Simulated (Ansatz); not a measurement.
# InO: the cost of one run

Program: Ansatz 0.2.0. Level of theory: DFT PBE, scalar-relativistic, plane waves, PAW. These are calculated values, not measurements.

## 1. The system as given

It takes space group P-6m2 (No. 187, hexagonal). Conventional cell: a = 3.454 Å, b = 3.454 Å, c = 15.877 Å, α = 90.00°, β = 90.00°, γ = 120.00°. In (site symmetry 3m) is surrounded by 3 O at 2.15 Å. O (site symmetry 3m) is surrounded by 3 In at 2.15 Å.

Coordinates:

```
In O
1.0
     3.45361    0.00000    0.00000
    -1.72681    2.99092    0.00000
     0.00000    0.00000   15.87710
In O
2 2
Direct
  0.66667 0.33333 0.59002
  0.66667 0.33333 0.40998
  0.00000 0.00000 0.63987
  0.00000 0.00000 0.36013
```

Source of the structure: the Materials Project (structure only).

## 2. Quick check of gap, pressure and forces

input.yaml

```yaml
crystal:
  lattice:
    - [3.4536138013, 0.0, 0.0]
    - [-1.7268069007, 2.9909172868, 0.0]
    - [0.0, 0.0, 15.8771]
  atoms:
    - { symbol: In, position: [0.66666667, 0.33333333, 0.590021] }
    - { symbol: In, position: [0.66666667, 0.33333333, 0.409979] }
    - { symbol: O, position: [0.0, 0.0, 0.639867] }
    - { symbol: O, position: [0.0, 0.0, 0.360133] }
basis:
  ecutwfc: 420
kpoints:
  mp_grid: { grid: [6, 6, 1] }
hamiltonian:
  xc: pbe
scf:
  occupations: { method: gaussian, width: 0.1 }
output:
  forces: true
  stress: true
  eigenvalues: true
```

Launch:

```console
> ansatz run input.yaml --threads 1 --pin off --max-ram 2560MiB --backend cpu --events-out ev --progress --plain --runs-dir out
```

**Question.** How long does this run take on 1 thread of Intel Xeon 6975P-C (Granite Rapids), shared host, and how much memory does it need?

About 1.4 s, with a peak of 0.37 GiB.
